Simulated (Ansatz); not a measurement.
# Al2GaSb3: the cost of one run

Computed with Ansatz 0.2.0 (DFT PBE, scalar-relativistic, plane waves, PAW, unless a step's input says otherwise).

1 further run of the same task is left out (set aside as unsound or not needed). Runs told in other sessions of the task aren't counted.

**1. The structure to begin with**

Symmetry: I-4m2, No. 119, tetragonal system. Conventional cell: a = 4.400 Å, b = 4.400 Å, c = 18.660 Å, α = 90.00°, β = 90.00°, γ = 90.00°. Al (site symmetry 2mm) has 4 Sb at 2.69 to 2.70 Å in its first shell of neighbours. Ga (site symmetry -4m2) is surrounded by 4 Sb at 2.69 Å. Sb (site symmetry -4m2) has 4 Al at 2.70 Å in its first shell of neighbours. Sb (site symmetry 2mm) has 2 Ga at 2.69 Å and 2 Al at 2.69 Å in its first shell of neighbours.

As a file:

```cif
data_structure
_symmetry_space_group_name_H-M 'I-4m2'
_symmetry_Int_Tables_number 119
_cell_length_a 4.3999
_cell_length_b 4.3999
_cell_length_c 18.6599
_cell_angle_alpha 90.000
_cell_angle_beta 90.000
_cell_angle_gamma 90.000
_cell_volume 361.24
loop_
_atom_site_label
_atom_site_type_symbol
_atom_site_symmetry_multiplicity
_atom_site_Wyckoff_symbol
_atom_site_fract_x
_atom_site_fract_y
_atom_site_fract_z
_atom_site_occupancy
Al1 Al 4 e 0.50000 0.50000 0.16647 1
Ga1 Ga 2 a 0.00000 0.00000 0.00000 1
Sb1 Sb 2 d 0.50000 0.00000 0.25000 1
Sb2 Sb 4 f 0.00000 0.50000 0.41677 1
```

The cell was relaxed beforehand at this level, from a generated guess; it is a trial structure. At a tolerance of 0.02 Å it has space group I-4m2 (No. 119); it has 30.10 Å³/atom, an uncorrected energy of -0.17 eV/atom over the elements.

**2. Bands, states and charges**

The input, input.yaml:

```yaml
crystal:
  lattice:
    - [-2.1999589, 2.1999589, 9.3299394]
    - [2.1999589, -2.1999589, 9.3299394]
    - [2.1999589, 2.1999589, -9.3299394]
  atoms:
    - { symbol: Al, position: [0.666472, 0.666472, 0.0] }
    - { symbol: Al, position: [0.333528, 0.333528, 0.0] }
    - { symbol: Ga, position: [0.0, 0.0, 0.0] }
    - { symbol: Sb, position: [0.25, 0.75, 0.5] }
    - { symbol: Sb, position: [0.916767, 0.416767, 0.5] }
    - { symbol: Sb, position: [0.583233, 0.083233, 0.5] }
basis:
  ecutwfc: 420
kpoints:
  mp_grid: { grid: [10, 10, 10] }
  band_path:
    path:
      - [[0.0, 0.0, 0.0], [0.0, 0.0, 0.5], [0.25, 0.25, 0.25], [0.0, 0.5, 0.0], [0.0, 0.0, 0.0], [0.5, 0.5, -0.5], [0.26389989, 0.73610011, -0.26389989]]
      - [[-0.26389989, 0.26389989, 0.26389989], [0.0, 0.0, 0.0]]
      - [[0.0, 0.0, 0.5], [-0.02779979, 0.02779979, 0.5]]
      - [[0.5, 0.5, -0.02779979], [0.5, 0.5, -0.5]]
    npoints: 14
hamiltonian:
  xc: pbe
scf:
  occupations: { method: gaussian, width: 0.02 }
  n_extra_bands: 15
output:
  forces: true
  stress: true
  eigenvalues: true
  populations: true
  dos: { projected: true, de: 0.02, nscf_kmesh: { grid: [15, 15, 15] } }
  bader: true
```

Command:

```console
$ ansatz run input.yaml --threads 4 --pin off --max-ram 8192MiB --backend cpu --events-out ev --progress --plain --runs-dir out
```

What time and memory should one allow on 4 threads of Arm Neoverse V2, shared host?

About 2 min, with a peak of 1.6 GiB.
